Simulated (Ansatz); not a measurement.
# CH5AsOSi: a ladder of functionals and wavefunction methods

An exercise on one series of results from a longer session: the logs are not shown, and one member is left open.

Computed with Ansatz 0.2.0, Gaussian basis. Level: functionals in def2-TZVPP, the program's frozen cores in correlated methods.

The runs, in order: PBE-D4, r2SCAN-D4, PBE0-D4, B3LYP-D4, ωB97X-V, ωB97M-V, B2PLYP; CCSD(T)/def2-TZVPP; MP2/def2-QZVPP; extrapolation to the limit.

### Structure used throughout

An earlier PBE0-D4 in a triple-zeta def2 set relaxation fixed the geometry.

SMILES `C1O[AsH][SiH2]1`, 9 atoms, charge 0, spin multiplicity 1.

Atoms are counted from 1 here; the program's logs count them from 0.

Bond lengths: C1–O2 1.435 Å, C1–Si4 1.905 Å, C1–H5 1.099 Å, C1–H6 1.094 Å, O2–As3 1.831 Å, As3–Si4 2.378 Å, As3–H7 1.542 Å, Si4–H8 1.487 Å, Si4–H9 1.488 Å. Angles: O2–C1–Si4 99.3°, O2–C1–H5 110.5°, O2–C1–H6 109.5°, Si4–C1–H5 111.3°, Si4–C1–H6 117.9°, H5–C1–H6 108.0°, C1–O2–As3 106.7°, O2–As3–Si4 73.7°, O2–As3–H7 96.8°, Si4–As3–H7 89.7°, C1–Si4–As3 74.9°, C1–Si4–H8 114.4°, C1–Si4–H9 118.8°, As3–Si4–H8 113.7°, As3–Si4–H9 122.4°, H8–Si4–H9 109.2°.

Set-up of the first run:

in.yaml reads:

```yaml
crystal:
  periodic: [false, false, false]
  atoms:
    - {symbol: C, position_ang: [-0.471131, 0.589977, -0.695279]}
    - {symbol: O, position_ang: [0.074562, -0.458458, -1.508782]}
    - {symbol: As, position_ang: [1.136586, -1.473694, -0.415504]}
    - {symbol: Si, position_ang: [-0.293448, -0.225669, 1.016622]}
    - {symbol: H, position_ang: [0.145142, 1.496381, -0.771907]}
    - {symbol: H, position_ang: [-1.478679, 0.834895, -1.043117]}
    - {symbol: H, position_ang: [2.245793, -0.422029, -0.212290]}
    - {symbol: H, position_ang: [-1.495765, -0.977591, 1.465482]}
    - {symbol: H, position_ang: [0.225341, 0.589990, 2.147674]}
basis:
  gaussian: {orbitals: def2-TZVPP}
hamiltonian: {xc: pbe, dispersion: d4}
output: {forces: true, orbitals: {seedname: orbitals}}
```

Command:

```bash
ansatz run in.yaml --threads 4 --pin off --events-out ev --progress --plain --max-ram 10444MiB
```

Steps of the session up to this table: PBE-D4 (GGA); r2SCAN-D4 (meta-GGA); PBE0-D4 (hybrid); B3LYP-D4 (hybrid); ωB97X-V (range-separated); ωB97M-V (range-separated); B2PLYP (double hybrid); CCSD(T) in def2-TZVPP; MP2 in def2-QZVPP.

One table of the session follows, with a row left open; its other results are not shown here.

It belongs to the step «Atomisation energies». 

```
            method  atomisation energy (kJ/mol)
            PBE-D4                       2963.4
         r2SCAN-D4                       2911.3
           PBE0-D4                       2894.0
          B3LYP-D4                       2907.1
           ωB97X-V                       2937.5
           ωB97M-V                       2909.4
            B2PLYP                       2861.6
     HF/def2-TZVPP                       1960.7
    MP2/def2-TZVPP                       2839.0
   CCSD/def2-TZVPP                       2759.5
CCSD(T)/def2-TZVPP                            ?
           MP2/CBS                       2927.8
       CCSD(T)/CBS                       2902.9
```

Q: Estimate the row for CCSD(T)/def2-TZVPP from the others.

**Answer.** atomisation energy (kJ/mol): 2814.1. In the column «atomisation energy (kJ/mol)» it lies between CCSD/def2-TZVPP (2759.5) and MP2/def2-TZVPP (2839.0).

To keep in mind: Free atoms (1 C, 1 O, 1 As, 1 Si, 5 H) were run apart at each level; the atomisation energy is their sum less the molecule, without zero-point or spin-orbit terms.
